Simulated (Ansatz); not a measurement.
Crystal: NaLaMnMoO6.

```xyz
10
Lattice="0.0000 3.8626 3.8626 3.8626 0.0000 3.8626 3.8626 3.8626 0.0000" Properties=species:S:1:pos:R:3 pbc="T T T"
Na    1.9313    1.9313    1.9313
La    5.7939    5.7939    5.7939
Mn    3.8626    3.8626    3.8626
Mo    0.0000    0.0000    0.0000
O     1.9574    3.8626    3.8626
O     3.8626    3.8626    1.9574
O     3.8626    1.9574    3.8626
O     3.8626    5.7678    3.8626
O     3.8626    3.8626    5.7678
O     5.7678    3.8626    3.8626
```

The cell was built by a generator and needn't be a form met in nature.

Base run:

* Program: Ansatz 0.2.0
* Functional: PBE
* Potentials or basis: Ansatz NC
* Cutoff: 1497 eV
* Density cutoff: 5987 eV
* k mesh: 6 × 6 × 6
* Occupations: fermi-dirac, width 0.05 eV
* Spin: collinear spin, ferromagnetic start
* Starting moments: [0.0, 0.0, 4.0, 1.0, 0.0, 0.0, 0.0, 0.0, 0.0, 0.0] μB

Its results: band gap on the k mesh none (metal or under the smearing width); pressure 0.1 GPa; net moment 1.21 μB per cell; site moments Na +0.00; La -0.03; Mn +1.80; Mo -0.49; O +0.01 μB; largest force 0.018 eV/Å.

Question: The run is repeated on the same cell with these changes: potentials or basis from Ansatz NC to JTH PAW; cutoff from 1497 eV to 1800 eV; density cutoff from 5987 eV to 7200 eV. What comes out?

Answer: Band gap on the k mesh none (metal or under the smearing width); pressure 0.6 GPa; net moment 1.16 μB per cell; site moments Na +0.00; La -0.03; Mn +1.75; Mo -0.50; O +0.01 μB; largest force 0.043 eV/Å.

Caveats: a cell with one magnetic atom can't hold antiferromagnetic order, which such compounds often take; semilocal functionals often make such compounds metallic where correlation or magnetic order opens a gap, which also shifts bond lengths.

Not every run made on this cell is shown here.
